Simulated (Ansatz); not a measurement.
What does this script print? It uses the Python package of Ansatz (0.2.0).

`run_fermi.py`:
```python
import warnings

import ansatz as az
import numpy as np

config = {
    "k_density": 3.1,
    "xc": "pbe",
    "smearing_width": 0.15,
}


def main() -> None:
    warnings.simplefilter("ignore", az.DeckWarning)

    vectors = np.array([
        [0.0, 3.172194, 3.172194],
        [3.172194, 0.0, 3.172194],
        [3.172194, 3.172194, 0.0],
    ])
    crystal = (
        az.Lattice.of(vectors)
        .atom("Tc", [0.25, 0.25, 0.25])
        .atom("Tc", [0.75, 0.75, 0.75])
        .atom("Tc", [0.5, 0.5, 0.5])
        .atom("Sn", [0.0, 0.0, 0.0])
    )

    setup = (
        crystal.calculation()
        .kpoints(density=config["k_density"])
        .functional(config["xc"])
        .basis(24 * az.Ha)
        .occupations(az.OccupationsMethod.FERMI_DIRAC, width=config["smearing_width"])
        .eigenstates(nscf_kmesh=(8, 8, 8), level_slopes=True)
    )
    surface = setup.run(threads=1, backend="cpu").fermi_surface().to_plain()
    for way, reading in surface.items():
        if reading:
            rho_lambda = [f"{v:.3e}" for v in reading["resistivity_times_mean_free_path_ohm_m2"]]
            print(f"{way:24s} area {reading['spin_summed_area_per_ang2']:8.3f} 1/A^2  rho*lambda (ohm m^2) {rho_lambda}")


if __name__ == "__main__":
    main()
```

Output of `python run_fermi.py`:
```text
by_tetrahedra            area   24.551 1/A^2  rho*lambda (ohm m^2) ['1.245e-15', '1.245e-15', '1.245e-15']
by_slopes                area   30.712 1/A^2  rho*lambda (ohm m^2) ['9.954e-16', '9.954e-16', '9.954e-16']
on_every_second_point    area   21.348 1/A^2  rho*lambda (ohm m^2) ['1.432e-15', '1.432e-15', '1.432e-15']
```

Spin is left out of this run. For a metal this k-point mesh is coarse: on a finer one energies can move by several to tens of meV an atom and pressures by half a GPa or more, differences at one mesh by less. The structure comes from a database of computed cells and needn't be a stable or known phase. The three readings differ by the mesh error. The whole script took 9.1 s on 1 thread of Intel(R) Xeon(R) Platinum 8488C (Sapphire Rapids), with other jobs on the host, peak memory 0.47 GiB.

(Lines on the test bed's own set-up are left out of the output.)
